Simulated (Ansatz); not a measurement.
# H₈OSi₂Sn: up Jacob's ladder to CCSD(T)

How much do the methods differ for H₈OSi₂Sn? The plan is to run it at one geometry with functionals of several rungs and with coupled cluster. The yardstick is the atomisation energy at the CCSD(T) limit.

The runs use Ansatz 0.2.0, Gaussian basis; functionals in def2-TZVPP, the program's frozen cores in correlated methods.

The runs, in order: PBE-D4, r2SCAN-D4, PBE0-D4, B3LYP-D4, ωB97X-V, ωB97M-V, B2PLYP; CCSD(T)/def2-TZVPP; MP2/def2-QZVPP; extrapolation to the limit.

**1. Structure used throughout**

An earlier PBE0-D4 in a triple-zeta def2 set relaxation fixed the geometry. Sn takes the def2 core potential; no spin-orbit term is included.

12 atoms, charge 0, spin multiplicity 1.

Atoms are counted from 1 here; the program's logs count them from 0.

Bond lengths: O1–Si2 1.654 Å, O1–H5 0.958 Å, Si2–Sn3 2.575 Å, Si2–H6 1.492 Å, Si2–H7 1.484 Å, Sn3–Si4 2.563 Å, Sn3–H8 1.715 Å, Sn3–H9 1.712 Å, Si4–H10 1.487 Å, Si4–H11 1.487 Å, Si4–H12 1.487 Å. Angles: Si2–O1–H5 117.6°, O1–Si2–Sn3 111.8°, O1–Si2–H6 111.3°, O1–Si2–H7 105.4°, Sn3–Si2–H6 109.5°, Sn3–Si2–H7 110.2°, H6–Si2–H7 108.6°, Si2–Sn3–Si4 112.1°, Si2–Sn3–H8 109.3°, Si2–Sn3–H9 110.3°, Si4–Sn3–H8 108.7°, Si4–Sn3–H9 109.6°, H8–Sn3–H9 106.7°, Sn3–Si4–H10 109.9°, Sn3–Si4–H11 109.8°, Sn3–Si4–H12 111.2°, H10–Si4–H11 108.6°, H10–Si4–H12 108.7° and more.

**2. PBE-D4 (GGA)**

Input file in.yaml:

```yaml
crystal:
  periodic: [false, false, false]
  atoms:
    - {symbol: O, position_ang: [-1.862701, 1.762194, -0.725892]}
    - {symbol: Si, position_ang: [-0.626934, 1.837445, 0.370176]}
    - {symbol: Sn, position_ang: [0.232646, -0.506117, 1.001724]}
    - {symbol: Si, position_ang: [1.161747, -1.769295, -1.025427]}
    - {symbol: H, position_ang: [-2.660502, 1.301155, -0.463502]}
    - {symbol: H, position_ang: [-1.041298, 2.565563, 1.604675]}
    - {symbol: H, position_ang: [0.446328, 2.612237, -0.299661]}
    - {symbol: H, position_ang: [-1.051999, -1.418616, 1.678282]}
    - {symbol: H, position_ang: [1.440963, -0.388684, 2.208490]}
    - {symbol: H, position_ang: [2.275133, -0.995446, -1.636220]}
    - {symbol: H, position_ang: [0.091947, -1.944637, -2.043432]}
    - {symbol: H, position_ang: [1.671770, -3.110797, -0.635216]}
basis:
  gaussian: {orbitals: def2-TZVPP}
hamiltonian: {xc: pbe, dispersion: d4}
output: {forces: true, orbitals: {seedname: orbitals}}
```

Launch:

```bash
> ansatz run in.yaml --threads 4 --pin off --events-out ev --progress --plain --max-ram 10444MiB
```

The runs that follow: r2SCAN-D4 (meta-GGA); PBE0-D4 (hybrid); B3LYP-D4 (hybrid); ωB97X-V (range-separated); ωB97M-V (range-separated); B2PLYP (double hybrid); CCSD(T) in def2-TZVPP; MP2 in def2-QZVPP.

Q: Predict the results of all the runs planned. Wanted: atomisation energy, CCSD(T)/CBS; farthest; mean size of error, hybrid; mean size of error, range-separated; gap, smallest and largest; T1 diagnostic; triples share of the correlation energy.

The runs gave:

| quantity | value |
| --- | --- |
| atomisation energy, CCSD(T)/CBS | 3506.9 kJ/mol |
| functionals within 35.1 kJ/mol (1.0 %) | ωB97X-V, ωB97M-V |
| farthest | B2PLYP (-90.7 kJ/mol) |
| mean size of error, hybrid | 64.8 kJ/mol |
| mean size of error, range-separated | 17.9 kJ/mol |
| gap, smallest and largest | 4.85 eV (PBE-D4), 10.78 eV (ωB97X-V) |
| T1 diagnostic | 0.0131 |
| triples share of the correlation energy | 3.1 % |

**Reading.** PBE-D4 misses by -66.8 kJ/mol. Double hybrids carry the basis error of their MP2 part in triple zeta, and no dispersion term here, so their miss is partly the set-up's. Misses under about 35.1 kJ/mol are within the doubt on the reference itself, which lacks core-valence correlation, spin-orbit coupling and higher excitations, and its outer-core shells are covered unevenly. All levels share the lack of spin-orbit coupling, which lowers the free heavy atoms and so the true binding. Hartree-Fock recovers 73 % of the binding; the rest is correlation. The gap grows from 4.9 to 10.8 eV across the functionals, mostly with the share of exact exchange. Correlated methods include outer-core shells of Sn, which these sets cover unevenly.
